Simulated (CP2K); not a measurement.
The system is SiF.

```
CELL_PARAMETERS angstrom
3.02860 0.00000 0.00000
0.00000 3.02860 0.00000
0.00000 0.00000 3.02860
ATOMIC_POSITIONS crystal
Si 0.50000 0.50000 0.50000
F 0.00000 0.00000 0.00000
```

The cell was built by a generator and needn't be a form met in nature.

Program: CP2K 2026.2. Alike in all runs: no spin polarisation; cell as given; k mesh 9 × 9 × 9; smearing fermi-dirac 0.05 eV.

Task: Order these runs on this cell by their pressure, lowest first.
A. level PBEsol; potentials or basis POTENTIAL_UZH Si GTH-PBE-q4, F GTH-PBE-q7; TZVP-MOLOPT-PBE-GTH basis; NGRIDS 4; points a segment of the path (NPOINTS) 10; bands added on the path 4
B. level PBE; potentials or basis POTENTIAL_UZH Si GTH-PBE-q4, F GTH-PBE-q7; TZVP-MOLOPT-PBE-GTH basis; NGRIDS 5
C. level LDA; potentials or basis GTH_POTENTIALS Si GTH-PADE-q4, F GTH-PADE-q7; TZVP-MOLOPT-PBE-GTH basis; NGRIDS 5; points a segment of the path (NPOINTS) 8; bands added on the path 4

Result: C (-5.7 GPa), A (-3.0 GPa), B (0.3 GPa).

Caveats: the basis of atomic orbitals isn't converged, which shifts pressures, moduli and gaps; an odd number of electrons without spin polarisation forces a metal; a magnetic or distorted state may lie lower; the potentials were made for another functional, which shifts forces and pressure (some runs).

Not every run made on this cell is shown here.
